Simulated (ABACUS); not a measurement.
Crystal: CsLiCr2Te2S3.

```
Cs Li Cr Te S
1.0
     3.60358    0.00000    0.00000
    -1.80179    3.12079    0.00000
     0.00000    0.00000   19.06651
Cs Li Cr Te S
1 1 2 2 3
Direct
  0.00000 0.00000 0.37399
  0.66667 0.33333 0.01607
  0.00000 0.00000 0.86637
  0.33333 0.66667 0.16833
  0.33333 0.66667 0.53891
  0.66667 0.33333 0.77276
  0.00000 0.00000 0.10030
  0.33333 0.66667 0.92920
  0.66667 0.33333 0.23408
```

The cell was built by a generator and needn't be a form met in nature.

Base run:

| Item | Value |
| --- | --- |
| Program | ABACUS 3.10.1 |
| Functional | PBE |
| Potentials or basis | PseudoDojo NC SR 0.4.1 PBE standard |
| Cutoff | 1293 eV |
| Density cutoff | 5170 eV |
| Basis | plane waves |
| k mesh | 9 × 9 × 2 |
| Occupations | fermi-dirac, width 0.05 eV |
| Spin | collinear spin, ferromagnetic start |
| Starting moments | [0.0, 0.0, 3.0, 3.0, 0.0, 0.0, 0.0, 0.0, 0.0] μB |

Its results: band gap on the k mesh none (metal or under the smearing width); pressure 0.2 GPa; net moment 5.65 μB per cell; largest force 0.035 eV/Å.

Question: After a change of settings the same cell gave: band gap on the k mesh none (metal or under the smearing width); pressure -2.7 GPa; net moment 5.68 μB per cell; largest force 0.317 eV/Å. Which change was it?
A. cutoff from 1293 eV to 1361 eV; density cutoff from 5170 eV to 5442 eV; basis from plane waves to DZP LCAO (the cutoffs set its grid)
B. functional from PBE to PBEsol; k mesh from 9 × 9 × 2 to 6 × 6 × 1
C. potentials or basis from PseudoDojo NC SR 0.4.1 PBE standard to SPMS ONCV 1.0 PBE; k mesh from 9 × 9 × 2 to 6 × 6 × 1
D. cutoff from 1293 eV to 1361 eV; density cutoff from 5170 eV to 5442 eV; basis from plane waves to DZP LCAO (the cutoffs set its grid); k mesh from 9 × 9 × 2 to 4 × 4 × 1

Answer: B.

Caveats: only a ferromagnetic start was run, and an antiferromagnetic order may lie lower in energy; the potentials were made for another functional, which shifts forces and pressure (some runs).

Not every run made on this cell is shown here.
